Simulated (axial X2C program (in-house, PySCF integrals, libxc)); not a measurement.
**Sn₂: properties at the nuclei**

Aim: properties at the nuclei of Sn₂, with spin–orbit coupling in the Hamiltonian from the start.

The runs use an in-house X2C program for linear molecules on PySCF integrals; two-component X2C with atomic mean-field terms, Sn dyall-cv3z.

All values are calculated.

## Step 1: Set-up

Input file task.json:

```json
{"zs": [50, 50], "q": 0, "bas": ["dyall-cv3z", "dyall-cv3z"], "r0": 2.8, "levels": ["PBE0", "HF", "TPSSh", "PBE", "r2SCAN"], "nst": 3}
```

Keys: zs atomic numbers; q charge; bas basis sets; r0 starting distance in Å; levels methods (HF also brings MP2); nst determinants followed.

On the command line:

```bash
$ python soeom.py task.json out
```

Further steps of the session: Expectation values, lowest determinant; Expectation values, a higher determinant; Expectation values, a higher determinant.

Q: Predict the outcome of this session. Wanted: lowest determinant; A∥/gI Sn; qzz Sn; higher determinant (for each run or level that gives them).

As calculated:

| quantity | value |
| --- | --- |
| lowest determinant | Ω = 1 (excess of +ω over −ω: ω = -1/2, ω = 3/2) |
| A∥/gI Sn (MHz), PBE0 | -532 |
| qzz Sn (a.u.), PBE0 | -6.32 |
| higher determinant | Ω = 0 (closed shell) |
| qzz Sn (a.u.), PBE0, higher determinant | -6.17 |
| higher determinant | Ω = 2 (excess of +ω over −ω: ω = 1/2, ω = 3/2) |
| A∥/gI Sn (MHz), PBE0, higher determinant | 204 |
| qzz Sn (a.u.), PBE0, higher determinant | -0.06 |

The expectation values come from single determinants, which for open shells can mix terms of unlike spin or miss the lowest Ω, so a determinant need not be a state. A∥ is the parallel hyperfine constant, which follows by multiplying with the nuclear g factor gI = μI/(I μN); qzz is the electric field gradient, eQq0 = 234.96 MHz × Q/barn × qzz. The operators were transformed with the bare-nucleus X2C matrices.
